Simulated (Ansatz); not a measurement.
# SnF4: a tetragonal deformation path

The task, for SnF4: look for other minima along a tetragonal path.

Program: Ansatz 0.2.0. Level of theory: DFT r2SCAN, scalar-relativistic, plane waves, PAW. These are calculated values, not measurements.

### Step 1. The starting structure

Symmetry: I4/mmm, No. 139, tetragonal system. Conventional cell: a = 4.050 Å, b = 4.050 Å, c = 7.930 Å, α = 90.00°, β = 90.00°, γ = 90.00°. Sn (site symmetry 4/mmm) is surrounded by 6 F at 1.88 to 2.02 Å. Around F (site symmetry 4mm) lie 1 Sn at 1.88 Å. Around F (site symmetry mmm) lie 2 Sn at 2.02 Å.

Coordinates:

```xyz
5
Lattice="-2.0250 2.0250 3.9650 2.0250 -2.0250 3.9650 2.0250 2.0250 -3.9650" Properties=species:S:1:pos:R:3 pbc="T T T"
Sn    0.0000    0.0000    0.0000
F     0.0000    0.0000    1.8794
F     0.0000    0.0000    6.0506
F     0.0000    2.0250    0.0000
F     2.0250    0.0000    0.0000
```

The cell is taken as given, not relaxed at this level.

### Step 2. The reference: the undisturbed cell on the scan's mesh

input.yaml

```yaml
crystal:
  lattice:
    - [-2.025, 2.025, 3.965]
    - [2.025, -2.025, 3.965]
    - [2.025, 2.025, -3.965]
  atoms:
    - { symbol: Sn, position: [0.0, 0.0, 0.0] }
    - { symbol: F, position: [0.237, 0.237, 0.0] }
    - { symbol: F, position: [0.763, 0.763, 0.0] }
    - { symbol: F, position: [0.5, 0.0, 0.5] }
    - { symbol: F, position: [0.0, 0.5, 0.5] }
basis:
  ecutwfc: 500
kpoints:
  mp_grid: { grid: [10, 10, 10] }
hamiltonian:
  xc: r2scan
scf:
  occupations: { method: gaussian, width: 0.05 }
output:
  forces: true
  stress: true
  eigenvalues: true
```

Launch:

```bash
ansatz run input.yaml --threads 1 --pin off --max-ram 2560MiB --backend cpu --events-out ev --progress --plain --runs-dir out
```

### Step 3. Next: a tetragonal deformation path

At fixed volume and fractional coordinates, lengths along (0.000, 0.000, 1.000) are scaled against those across it; ρ is that ratio over its starting value.

### Step 4. Point ρ = 0.850

input.yaml: that of step 2 with these lines changed.

```diff
@@ -2,5 +2,5 @@
   lattice:
-    - [-2.025, 2.025, 3.965]
-    - [2.025, -2.025, 3.965]
-    - [2.025, 2.025, -3.965]
+    - [-2.1377260638, 2.1377260638, 3.5578623538]
+    - [2.1377260638, -2.1377260638, 3.5578623538]
+    - [2.1377260638, 2.1377260638, -3.5578623538]
   atoms:
```

### Step 5. Point ρ = 1.200

input.yaml: that of step 4 with these lines changed.

```diff
@@ -2,5 +2,5 @@
   lattice:
-    - [-2.1377260638, 2.1377260638, 3.5578623538]
-    - [2.1377260638, -2.1377260638, 3.5578623538]
-    - [2.1377260638, 2.1377260638, -3.5578623538]
+    - [-1.9055979585, 1.9055979585, 4.4774494254]
+    - [1.9055979585, -1.9055979585, 4.4774494254]
+    - [1.9055979585, 1.9055979585, -4.4774494254]
   atoms:
```

### Step 6. ρ = 0.920

input.yaml: that of step 5 with these lines changed.

```diff
@@ -2,5 +2,5 @@
   lattice:
-    - [-1.9055979585, 1.9055979585, 4.4774494254]
-    - [1.9055979585, -1.9055979585, 4.4774494254]
-    - [1.9055979585, 1.9055979585, -4.4774494254]
+    - [-2.0820720385, 2.0820720385, 3.7506085837]
+    - [2.0820720385, -2.0820720385, 3.7506085837]
+    - [2.0820720385, 2.0820720385, -3.7506085837]
   atoms:
```

### Step 7. ρ = 1.100

input.yaml: that of step 6 with these lines changed.

```diff
@@ -2,5 +2,5 @@
   lattice:
-    - [-2.0820720385, 2.0820720385, 3.7506085837]
-    - [2.0820720385, -2.0820720385, 3.7506085837]
-    - [2.0820720385, 2.0820720385, -3.7506085837]
+    - [-1.961676845, 1.961676845, 4.2251128688]
+    - [1.961676845, -1.961676845, 4.2251128688]
+    - [1.961676845, 1.961676845, -4.2251128688]
   atoms:
```

### Step 8. Point ρ = 0.960

input.yaml: that of step 7 with these lines changed.

```diff
@@ -2,5 +2,5 @@
   lattice:
-    - [-1.961676845, 1.961676845, 4.2251128688]
-    - [1.961676845, -1.961676845, 4.2251128688]
-    - [1.961676845, 1.961676845, -4.2251128688]
+    - [-2.0527431735, 2.0527431735, 3.858548946]
+    - [2.0527431735, -2.0527431735, 3.858548946]
+    - [2.0527431735, 2.0527431735, -3.858548946]
   atoms:
```

### Step 9. ρ = 1.050

input.yaml: that of step 8 with these lines changed.

```diff
@@ -2,5 +2,5 @@
   lattice:
-    - [-2.0527431735, 2.0527431735, 3.858548946]
-    - [2.0527431735, -2.0527431735, 3.858548946]
-    - [2.0527431735, 2.0527431735, -3.858548946]
+    - [-1.9923329973, 1.9923329973, 4.0960890622]
+    - [1.9923329973, -1.9923329973, 4.0960890622]
+    - [1.9923329973, 1.9923329973, -4.0960890622]
   atoms:
```

### Step 10. ρ = 0.800

input.yaml: that of step 9 with these lines changed.

```diff
@@ -2,5 +2,5 @@
   lattice:
-    - [-1.9923329973, 1.9923329973, 4.0960890622]
-    - [1.9923329973, -1.9923329973, 4.0960890622]
-    - [1.9923329973, 1.9923329973, -4.0960890622]
+    - [-2.1813651237, 2.1813651237, 3.4169334184]
+    - [2.1813651237, -2.1813651237, 3.4169334184]
+    - [2.1813651237, 2.1813651237, -3.4169334184]
   atoms:
```

### Step 11. ρ = 1.300

input.yaml: that of step 10 with these lines changed.

```diff
@@ -2,5 +2,5 @@
   lattice:
-    - [-2.1813651237, 2.1813651237, 3.4169334184]
-    - [2.1813651237, -2.1813651237, 3.4169334184]
-    - [2.1813651237, 2.1813651237, -3.4169334184]
+    - [-1.8554271623, 1.8554271623, 4.7228638559]
+    - [1.8554271623, -1.8554271623, 4.7228638559]
+    - [1.8554271623, 1.8554271623, -4.7228638559]
   atoms:
@@ -23 +23,5 @@
   eigenvalues: true
+  write_density: true
+  write_potential: true
+  elf: true
+  volumetric_format: npy
```

(Steps that only read results are left out.)

What does the calculation give? Wanted: highest point.

The runs gave:

| quantity | value |
| --- | --- |
| highest point | 674.1 meV/atom at ρ = 1.300 |

In words: No sampled point lies below the undisturbed cell. No further minimum shows among the sampled points. The gap on the mesh stays between 1.04 and 5.89 eV.

Spin-orbit coupling is left out, though the cell holds Sn; it can move the gap.
